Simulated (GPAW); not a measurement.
RuAu:

```
Ru Au
1.0
     3.16481    0.00000    0.00000
     0.00000    3.16481    0.00000
     0.00000    0.00000    3.16481
Ru Au
1 1
Direct
  0.00000 0.00000 0.00000
  0.50000 0.50000 0.50000
```

The cell was built by a generator and needn't be a form met in nature.

Base run:

```yaml
Program: GPAW 26.7.0
Functional: TPSS
Potentials_or_basis: GPAW PAW data sets (gpaw-data 1.2.1)
Cutoff: 600 eV
Basis: pw
k_mesh: 8 × 8 × 8
Occupations: fermi-dirac, width 0.05 eV
Spin: no spin polarisation
```

Its results: pressure -3.7 GPa.

**Question.** After a change of settings the same cell gave: pressure -6.0 GPa. Which change was it?
A. functional from TPSS to SCAN
B. functional from TPSS to AM05; potentials or basis from GPAW PAW data sets (gpaw-data 1.2.1) to PAW data sets generated in the run's folder for this functional
C. functional from TPSS to revPBE; potentials or basis from GPAW PAW data sets (gpaw-data 1.2.1) to the program's PAW data sets (release 1.2.1) made for this functional
D. functional from TPSS to BLYP; potentials or basis from GPAW PAW data sets (gpaw-data 1.2.1) to PAW data sets generated in the run's folder for this functional

**Answer.** A.

Caveats: with this Au data set, volumes or pressures lay over 1.5 % or 2 GPa off other programs in two to four cells of ten; the PAW data sets were made with another functional, which shifts forces and pressure a little.

Runs at the PBE level aren't shown here.
